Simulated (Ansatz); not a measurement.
## In3Bi, space group Pm-3m: a point defect in a supercell, step by step

With Ansatz 0.2.0 through its Python package.

Run as a notebook:

```python
import ansatz as az
import numpy as np
from pymatgen.core import Lattice, Structure
from pymatgen.io.ase import AseAtomsAdaptor
```

```python
pmg_structure = Structure(
    Lattice([(4.850761, 0.0, 0.0), (0.0, 4.850761, 0.0), (0.0, 0.0, 4.850761)]),
    ['In', 'In', 'In', 'Bi'],
    [
        (0.0, 0.5, 0.5),
        (0.5, 0.0, 0.5),
        (0.5, 0.5, 0.0),
        (0.0, 0.0, 0.0),
    ],
)
xtal = az.Crystal.from_ase(AseAtomsAdaptor.get_atoms(pmg_structure))
host = xtal.supercell(2, 2, 1)
defective = host.vacancy('In', at=(0.0, 0.5, 0.5))
```

```python
def prepare(structure):
    return (
        structure.calculation()
        .occupations('Gaussian', width=0.1)
        .functional('r2scan')
        .kpoints(2, 2, 3, shift=0.5)
        .mixing('msr1')
        .scf(max_iterations=200, extra_bands=8)
        .eigensolver('davidson')
        .band_table()
    )
```

```python
perfect = prepare(host).run().report
base = prepare(defective)
base = base.relax(force_tolerance=0.05, max_steps=40)
result = base.run()
data = result.report
```

    DeckWarning: basis.ecutwfc = 500 eV, auto-derived from the records' recommended cutoffs: set by In (their level for a meta-GGA)

```python
data['n_kpoints'], data['n_symmetry_ops'], data['n_pw']
```

    (2, 8, 11557)

```python
result.unlabelled_reasons
```

```python
{key: value for key, value in data.items() if isinstance(value, (int, float)) and 'ev' in key}
```

    {'gap_by_band_count_ev': -0.07592973345376741,
     'fermi_energy_ev': 9.03955313195499,
     'harris_foulkes_ev': -111373.47751763741,
     'scf_correction_max_component_ev_ang': 0.0026203268857912885,
     'free_energy_ev': -111373.4775175813,
     'internal_energy_ev': -111373.41219914122,
     'lagrangian_ev': -111373.4775175813,
     'energy_sigma0_ev': -111373.44485836127,
     'lagrangian_sigma0_ev': -111373.44485836127,
     'lagrangian_above_aufbau_ev': -0.04139215611737061,
     'entropy_ts_ev': 0.06531844006751165,
     'loop_fermi_energy_ev': 9.03955313195499,
     'occupations_fermi_energy_ev': 9.039553131946542}

```python
n_host, n_defect = len(perfect['lattice']['sites']), len(data['lattice']['sites'])
print(f'perfect cell: {n_host} atoms, F = {perfect["free_energy_ev"]:.4f} eV')
print(f'defect cell:  {n_defect} atoms, F = {data["free_energy_ev"]:.4f} eV')
# chemical potentials are still to be added to this difference
print(f'difference {data["free_energy_ev"] - perfect["free_energy_ev"]:.4f} eV (no chemical potentials)')
```

    perfect cell: 16 atoms, F = -116985.9742 eV
    defect cell:  15 atoms, F = -111373.4775 eV
    difference 5612.4967 eV (no chemical potentials)

```python
for label, run in (('perfect', perfect), ('defect', data)):
    levels, filled = np.array(run['eigenvalues_ev'][0]), np.array(run['occupations'][0])
    top = int(np.argmin(np.abs(levels - run['fermi_energy_ev'])))
    window = slice(max(top - 3, 0), top + 4)
    print(label, 'levels near E_F at the first k-point:', ', '.join(f'{e - run["fermi_energy_ev"]:.2f} ({f:.2f})' for e, f in zip(levels[window], filled[window])))
```

    perfect levels near E_F at the first k-point: -0.78 (2.00), -0.38 (2.00), -0.17 (1.98), -0.17 (1.98), 0.82 (0.00), 0.92 (0.00), 1.31 (0.00)
    defect levels near E_F at the first k-point: -0.73 (2.00), -0.23 (2.00), -0.11 (1.89), -0.03 (1.31), 0.70 (0.00), 1.02 (0.00), 1.23 (0.00)

```python
pull = np.linalg.norm(data['forces_ev_ang'], axis=1)
for atom in np.argsort(-pull)[:5]:
    print(f'force on {result.lattice.sites[atom].symbol}{atom}: {pull[atom]:.3f} eV/A')
```

    force on In8: 0.010 eV/A
    force on In0: 0.010 eV/A
    force on In4: 0.010 eV/A
    force on In12: 0.010 eV/A
    force on Bi6: 0.003 eV/A

Reading the output:
- These settings explore the input space; cutoff and mesh may be short of convergence.
- The computed bands are complete only to about 1.8 eV above the Fermi level.
- The zero of the levels is a convention of the potentials, so an absolute Fermi energy is no work function.
- A gap by band count of zero or less means overlapping bands, a metal, and at an odd count of electrons it is no gap at all.
- The difference holds no chemical potentials.
- Each cell's levels count from its own Fermi level and aren't aligned; one k-point can hide that the defect cell is metallic.
- The structure comes from a database of computed cells and needn't be a stable or known phase.
- Levels are Kohn-Sham eigenvalues on this mesh, without spin-orbit coupling.
- Warnings are shown shortened and without file and line.
- The supercell is small, so the defect meets its images and the energies aren't those of an isolated defect; a partly filled defect level may also lower its energy by spin or distortion. For a charged cell the difference holds no correction, alignment or term for the electrons' reservoir.
- Wall time of the script: 2.7 min on 1 thread of Arm Neoverse V1, on a shared host, peak memory 1.8 GiB.

(Lines on the test bed's own set-up are left out of the output.)
